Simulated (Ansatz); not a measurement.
# Be2H2 (singlet): the correlation ladder at distance Be1–H3 = 2.172 Å, cc-pVDZ

One table from this session's results is given with a row withheld; the runs are named, their logs left out.

Program: Ansatz 0.2.0, Gaussian basis. Level of theory: cc-pVDZ, core rule «outside noble gas», up to 2 orbitals frozen. These are calculated values, not measurements.

The runs, in order: UHF; CCSD(T) on RHF; CCSD(T) on UHF; BCCD(T) on RHF; CISD; CCSDT(Q) on RHF; CCSDT(Q) on UHF; CASSCF and MRCISD+Q, 2 electrons in 2 orbitals; CASSCF and NEVPT2, 2 electrons in 2 orbitals; Full CI.

45 further runs of the same task are left out: 25 for a known fault of the program, 13 that didn't finish, 7 set aside as unsound or not needed. Runs told in other sessions of the task aren't counted.

### The system

The geometry derives from a PBE0/def2-TZVP stationary point (not a proven minimum). One bond is set to the value named and the two fragments are kept rigid.

4 atoms, charge 0, spin multiplicity 1.

Atoms are counted from 1 here; the program's logs count them from 0.

Bond lengths: Be2–H4 1.348 Å.

The first run:

The input, in.yaml:

```yaml
crystal:
  periodic: [false, false, false]
  atoms:
    - {symbol: Be, position_ang: [0.000000, 0.000000, 0.846609]}
    - {symbol: Be, position_ang: [0.000000, 0.000000, -1.258850]}
    - {symbol: H, position_ang: [0.000000, 0.000000, 3.018609]}
    - {symbol: H, position_ang: [0.000000, 0.000000, -2.606368]}
basis:
  gaussian: {orbitals: cc-pVDZ}
magnetization: {spin_polarized: true, initial_magnetization: 0}
hamiltonian: {xc: hf}
output: {orbitals: {seedname: orbitals}}
```

Started as:

```
$ ansatz run in.yaml --threads 1 --pin off --events-out ev --progress --plain --max-ram 2393MiB
```

Steps of the session up to this table: UHF; CCSD(T) on RHF; CCSD(T) on UHF; BCCD(T) on RHF; CISD; CCSDT(Q) on RHF; CCSDT(Q) on UHF; CASSCF and MRCISD+Q, 2 electrons in 2 orbitals; CASSCF and NEVPT2, 2 electrons in 2 orbitals; Full CI.

One of the session's tables, all rows but one given; the rest of the session is left out.

It belongs to the step «Misses and costs». 

```
       method  from FCI (meV)
          RHF         +3128.3
          UHF               ?
         RMP2          +959.7
         CISD          +259.2
        RCCSD           +76.5
     RCCSD(T)           +22.9
      BCCD(T)           +23.0
       RCCSDT            +3.1
    RCCSDT(Q)            +0.7
  CASSCF pair         +2345.9
  NEVPT2 pair          +718.0
  MRCISD pair          +130.6
MRCISD+Q pair           -31.6
          FCI               0
```

**Question.** Estimate the row for UHF.

**Answer.** from FCI (meV): +3126.2. In the column «from FCI (meV)» it lies between CASSCF pair (+2345.9) and RHF (+3128.3).

Not comparable, so not listed: CCSD(T) on UHF; CCSDT(Q) on UHF (they don't share determinant, frozen orbitals or solution with the rows shown, or repeat one).

To keep in mind: MRCISD+Q pair falls below full CI: the +Q correction isn't variational, and the cores differ from full CI's.
